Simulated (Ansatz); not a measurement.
# H2Br (doublet): from Hartree-Fock to the top rungs at distance Br1–H2 along a hydrogen transfer = 1.538 Å, cc-pVDZ

How much of the correlation energy of H2Br (doublet) does each wave-function method recover here?

Method: cc-pVDZ, core rule «outside noble gas», up to 14 orbitals frozen; program: Ansatz 0.2.0, Gaussian basis.

The runs, in order: UHF; CCSD(T) on ROHF; CCSD(T) on UHF; BCCD(T) on ROHF; CISD; CCSDT(Q) on ROHF; CCSDT(Q) on UHF; CASSCF and MRCISD+Q, 3 electrons in 3 orbitals; CASSCF and NEVPT2, 3 electrons in 3 orbitals; CASSCF and MRCISD+Q, 9 electrons in 6 orbitals; CASSCF and NEVPT2, 9 electrons in 6 orbitals.

6 further runs of the same task are left out: 6 set aside as unsound or not needed.

### Step 1. The geometry

The geometry derives from fragments relaxed apart (PBE0/def2-TZVP) and kept rigid, so it is no stationary point. A hydrogen atom is moved between rigid fragments. No spin-orbit coupling is included. The filled d shell of Br may be among the frozen orbitals whatever the setting's name suggests; the logs give the count.

3 atoms, charge 0, spin multiplicity 2.

Atoms are counted from 1 here; the program's logs count them from 0.

Bond lengths: Br1–H2 1.538 Å.

### Step 2. UHF

Contents of in.yaml:

```yaml
crystal:
  periodic: [false, false, false]
  atoms:
    - {symbol: Br, position_ang: [0.000000, 0.000000, -1.326000]}
    - {symbol: H, position_ang: [0.000000, 0.000000, 0.212000]}
    - {symbol: H, position_ang: [0.000000, 0.000000, 1.114000]}
basis:
  gaussian: {orbitals: cc-pVDZ}
magnetization: {spin_polarized: true, initial_magnetization: 1}
hamiltonian: {xc: hf}
output: {orbitals: {seedname: orbitals}}
```

Started as:

```sh
ansatz run in.yaml --threads 1 --pin off --events-out ev --progress --plain --max-ram 2560MiB --backend cpu
```

Further steps of the session: CCSD(T) on ROHF; CCSD(T) on UHF; BCCD(T) on ROHF; CISD; CCSDT(Q) on ROHF; CCSDT(Q) on UHF; CASSCF and MRCISD+Q, 3 electrons in 3 orbitals; CASSCF and NEVPT2, 3 electrons in 3 orbitals; CASSCF and MRCISD+Q, 9 electrons in 6 orbitals; CASSCF and NEVPT2, 9 electrons in 6 orbitals.

**Question.** What will the summary of the whole plan be? Wanted: UCCSDT(Q) below the RHF energy; RMP2 from UCCSDT(Q); UMP2 from UCCSDT(Q); RCCSD from UCCSDT(Q); RCCSD(T) from UCCSDT(Q); UCCSD(T) from UCCSDT(Q); RCCSDT(Q) from UCCSDT(Q); NEVPT2 pair from UCCSDT(Q); NEVPT2 valence from UCCSDT(Q).

**Answer**, as computed:

| quantity | value |
| --- | --- |
| UCCSDT(Q) below the RHF energy | -4.5074 eV |
| RMP2 from UCCSDT(Q) | +56.1 kJ/mol |
| UMP2 from UCCSDT(Q) | +61.1 kJ/mol |
| RCCSD from UCCSDT(Q) | +8.0 kJ/mol |
| RCCSD(T) from UCCSDT(Q) | +1.5 kJ/mol |
| UCCSD(T) from UCCSDT(Q) | +1.5 kJ/mol |
| RCCSDT(Q) from UCCSDT(Q) | +0.1 kJ/mol |
| NEVPT2 pair from UCCSDT(Q) | +51.2 kJ/mol |
| NEVPT2 valence from UCCSDT(Q) | +81.9 kJ/mol |
| MRCISD+Q valence from UCCSDT(Q) | -0.2 kJ/mol |
| levels within 1 kcal/mol (43 meV) | RCCSD(T), UCCSD(T), BCCD(T), RCCSDT, UCCSDT, RCCSDT(Q), MRCISD+Q valence |
| T1 diagnostic | 0.020 |
| effectively unpaired electrons | 1.01 |

In words: RCCSD(T) lands +1.5 kJ/mol from the yardstick (0.4 % of the correlation energy). One determinant dominates. Of the multireference levels listed MRCISD+Q valence comes nearest in total energy (-0.2 kJ/mol), which doesn't show that its space is the better one. These misses are within one basis, not against nature; the frozen cores of restricted and unrestricted runs differ, which can shift their rows.
